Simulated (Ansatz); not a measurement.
# ZrGeS: the cost of one run

Computed with Ansatz 0.2.0 (DFT PBEsol, scalar-relativistic, plane waves, PAW).

3 further runs of the same task are left out: 2 that didn't finish, 1 set aside as unsound or not needed.

### Step 1. Starting point

Symmetry: P4/nmm, No. 129, tetragonal system. Conventional cell: a = 3.648 Å, b = 3.648 Å, c = 8.094 Å, α = 90.00°, β = 90.00°, γ = 90.00°. Zr (site symmetry 4mm) is surrounded by 5 S at 2.71 to 2.79 Å and 4 Ge at 2.88 Å. Ge (site symmetry -4m2) is surrounded by 4 Ge at 2.58 Å and 4 Zr at 2.88 Å. S (site symmetry 4mm) has 5 Zr at 2.71 to 2.79 Å as nearest neighbours.

Structure file:

```xyz
6
Lattice="3.6482 0.0000 0.0000 0.0000 3.6482 0.0000 0.0000 0.0000 8.0945" Properties=species:S:1:pos:R:3 pbc="T T T"
Zr    0.0000    1.8241    2.2350
Zr    1.8241    0.0000    5.8595
Ge    0.0000    0.0000    0.0000
Ge    1.8241    1.8241    0.0000
S     0.0000    1.8241    5.0256
S     1.8241    0.0000    3.0689
```

This cell was relaxed beforehand with the same method: volume 17.95 Å³/atom, gap on the mesh none (metal).

### Step 2. Relaxing with PBEsol

Input file input.yaml:

```yaml
crystal:
  lattice:
    - [3.6481564856, 0.0, 0.0]
    - [0.0, 3.6481564856, 0.0]
    - [0.0, 0.0, 8.0944900865]
  atoms:
    - { symbol: Zr, position: [0.0, 0.5, 0.276110486] }
    - { symbol: Zr, position: [0.5, 0.0, 0.723889514] }
    - { symbol: Ge, position: [0.0, 0.0, 0.0] }
    - { symbol: Ge, position: [0.5, 0.5, 0.0] }
    - { symbol: S, position: [0.0, 0.5, 0.6208667555] }
    - { symbol: S, position: [0.5, 0.0, 0.3791332445] }
basis:
  ecutwfc: 420
kpoints:
  mp_grid: { grid: [10, 10, 6] }
hamiltonian:
  xc: pbesol
scf:
  occupations: { method: gaussian, width: 0.1 }
output:
  forces: true
  stress: true
  eigenvalues: true
relax:
  adjacent_minimum: "off"
  f_tol: 0.005
  max_steps: 50
  cell: { stress_tol: 0.05 }
```

Launch:

```
ansatz run input.yaml --threads 1 --pin off --max-ram 2560MiB --backend cpu --events-out ev --progress --plain --runs-dir out
```

**Question.** How long does this run take on 1 thread of Intel Xeon Platinum 8559C (Emerald Rapids), shared host, and how much memory does it need?

About 99 s, with a peak of 0.63 GiB.
